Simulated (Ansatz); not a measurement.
# Ba4NbIr3O12: the cost of one run

Computed with Ansatz 0.2.0 (DFT PBE+U (U_eff = 2 eV on Ir 5d), scalar-relativistic, plane waves, PAW, unless a step's input says otherwise).

## (1) The structure to begin with

The structure is trigonal, space group R-3m (No. 166). Conventional cell: a = 5.820 Å, b = 5.820 Å, c = 28.884 Å, α = 90.00°, β = 90.00°, γ = 120.00°. Ba (site symmetry 3m) is surrounded by 12 O at 2.79 to 3.04 Å. Around Ba (site symmetry 3m) lie 12 O at 2.92 to 3.07 Å. Nb (site symmetry -3m) is surrounded by 6 O at 2.00 Å. Ir (site symmetry 3m) is surrounded by 6 O at 2.05 to 2.06 Å. Ir (site symmetry -3m) is surrounded by 6 O at 2.05 Å. Around O (site symmetry m) lie 1 Nb at 2.00 Å and 1 Ir at 2.06 Å and 2 Ba at 2.92 Å. O (site symmetry m) is surrounded by 2 Ir at 2.05 Å and 4 Ba at 2.79 to 2.93 Å.

Coordinates:

```
CELL_PARAMETERS angstrom
2.91022 1.68021 9.62794
-2.91022 1.68021 9.62794
0.00000 -3.36043 9.62794
ATOMIC_POSITIONS crystal
Ba 0.28567 0.28567 0.28567
Ba 0.71433 0.71433 0.71433
Ba 0.12899 0.12899 0.12899
Ba 0.87101 0.87101 0.87101
Nb 0.00000 0.00000 0.00000
Ir 0.58780 0.58780 0.58780
Ir 0.50000 0.50000 0.50000
Ir 0.41220 0.41220 0.41220
O 0.28772 0.79727 0.79727
O 0.79727 0.79727 0.28772
O 0.79727 0.28772 0.79727
O 0.20273 0.71228 0.20273
O 0.71228 0.20273 0.20273
O 0.20273 0.20273 0.71228
O 0.13641 0.61616 0.61616
O 0.61616 0.61616 0.13641
O 0.38384 0.38384 0.86359
O 0.86359 0.38384 0.38384
O 0.38384 0.86359 0.38384
O 0.61616 0.13641 0.61616
```

This cell comes from an earlier session at PBE+U (U_eff = 2 eV on Ir 5d): 14.124 Å³/atom at 0.01 GPa, on a 4×4×4 mesh.

## (2) Coarse mesh, to find the state of the open shells

Contents of input.yaml:

```yaml
crystal:
  lattice:
    - [2.9102155837, 1.6802137506, 9.6279380175]
    - [-2.9102155837, 1.6802137506, 9.6279380175]
    - [0.0, -3.3604275013, 9.6279380175]
  atoms:
    - { symbol: Ba, position: [0.2856721424, 0.2856721424, 0.2856721424] }
    - { symbol: Ba, position: [0.7143278576, 0.7143278576, 0.7143278576] }
    - { symbol: Ba, position: [0.1289902752, 0.1289902752, 0.1289902752] }
    - { symbol: Ba, position: [0.8710097248, 0.8710097248, 0.8710097248] }
    - { symbol: Nb, position: [1.0, 0.0, 0.0], spin: 1.0 }
    - { symbol: Ir, position: [0.587797631, 0.587797631, 0.587797631], spin: 1.0 }
    - { symbol: Ir, position: [0.5, 0.5, 0.5], spin: -1.0 }
    - { symbol: Ir, position: [0.412202369, 0.412202369, 0.412202369], spin: 1.0 }
    - { symbol: O, position: [0.2877233099, 0.7972676259, 0.7972676259] }
    - { symbol: O, position: [0.7972676259, 0.7972676259, 0.2877233099] }
    - { symbol: O, position: [0.7972676259, 0.2877233099, 0.7972676259] }
    - { symbol: O, position: [0.2027323741, 0.7122766901, 0.2027323741] }
    - { symbol: O, position: [0.7122766901, 0.2027323741, 0.2027323741] }
    - { symbol: O, position: [0.2027323741, 0.2027323741, 0.7122766901] }
    - { symbol: O, position: [0.1364143928, 0.6161563459, 0.6161563459] }
    - { symbol: O, position: [0.6161563459, 0.6161563459, 0.1364143928] }
    - { symbol: O, position: [0.3838436541, 0.3838436541, 0.8635856072] }
    - { symbol: O, position: [0.8635856072, 0.3838436541, 0.3838436541] }
    - { symbol: O, position: [0.3838436541, 0.8635856072, 0.3838436541] }
    - { symbol: O, position: [0.6161563459, 0.1364143928, 0.6161563459] }
basis:
  ecutwfc: 420
  ecutrho_ratio: 4
kpoints:
  mp_grid: { grid: [3, 3, 3] }
hamiltonian:
  xc: pbe
  hubbard: { sites: [{ species: Ir, l: d, u_eff: 2.0 }] }
scf:
  occupations: { method: gaussian, width: 0.05 }
output:
  forces: true
  stress: true
  eigenvalues: true
  populations: true
  hubbard: { sites: [{ species: Ir, l: d }] }
magnetization:
  spin_polarized: true
```

The run is started by

```sh
> ansatz run input.yaml --threads 8 --pin off --max-ram 22528MiB --backend cpu --events-out ev --progress --plain --runs-dir out
```

What time and memory should one allow on 8 threads of AMD EPYC 9R45 (Zen 5), shared host?

About 9.5 s, with a peak of 1.6 GiB.
